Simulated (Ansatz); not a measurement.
# LiAl5: the cost of one run

Computed with Ansatz 0.2.0 (DFT PBE, scalar-relativistic, plane waves, PAW, unless a step's input says otherwise).

## (1) The system as given

The structure is tetragonal, space group P4/mmm (No. 123). The conventional cell has a = 3.226 Å, b = 3.226 Å, c = 9.678 Å, α = 90.00°, β = 90.00°, γ = 90.00°. Li (site symmetry 4/mmm) is surrounded by 8 Al at 2.79 Å. Around Al (site symmetry 4mm) lie 4 Al at 2.79 Å and 4 Li at 2.79 Å. Al (site symmetry 4mm) has 8 Al at 2.79 Å as nearest neighbours. Al (site symmetry 4/mmm) is surrounded by 8 Al at 2.79 Å.

As a file:

```cif
data_structure
_symmetry_space_group_name_H-M 'P 1'
_symmetry_Int_Tables_number 1
_cell_length_a 3.2261
_cell_length_b 3.2261
_cell_length_c 9.6784
_cell_angle_alpha 90.000
_cell_angle_beta 90.000
_cell_angle_gamma 90.000
_cell_volume 100.73
loop_
_atom_site_label
_atom_site_type_symbol
_atom_site_fract_x
_atom_site_fract_y
_atom_site_fract_z
_atom_site_occupancy
Li1 Li 0.00000 0.00000 0.00000 1
Al1 Al 0.50000 0.50000 0.83333 1
Al2 Al 0.00000 0.00000 0.66667 1
Al3 Al 0.50000 0.50000 0.50000 1
Al4 Al 0.00000 0.00000 0.33333 1
Al5 Al 0.50000 0.50000 0.16667 1
```

Recipe of the guess: ordered superstructure of bcc (P4/mmm, No. 123). Its size is a rough estimate.

## (2) A first look at the guess

input.yaml

```yaml
crystal:
  lattice:
    - [3.22612569, 0.0, 0.0]
    - [0.0, 3.22612569, 0.0]
    - [0.0, 0.0, 9.67837706]
  atoms:
    - { symbol: Li, position: [0.0, 0.0, 0.0] }
    - { symbol: Al, position: [0.5, 0.5, 0.83333333] }
    - { symbol: Al, position: [0.0, 0.0, 0.66666667] }
    - { symbol: Al, position: [0.5, 0.5, 0.5] }
    - { symbol: Al, position: [0.0, 0.0, 0.33333333] }
    - { symbol: Al, position: [0.5, 0.5, 0.16666667] }
basis:
  ecutwfc: 420
kpoints:
  mp_grid: { grid: [6, 6, 2] }
hamiltonian:
  xc: pbe
scf:
  occupations: { method: gaussian, width: 0.1 }
  lower_state_search: "off"
output:
  forces: true
  stress: true
  eigenvalues: true
```

Command:

```console
ansatz run input.yaml --threads 1 --pin off --max-ram 2048MiB --backend cpu --events-out ev --progress --plain --runs-dir out
```

**Question.** How long does this run take on 1 thread of Arm Neoverse V1, shared host, and how much memory does it need?

About 2.3 s, with a peak of 0.32 GiB.
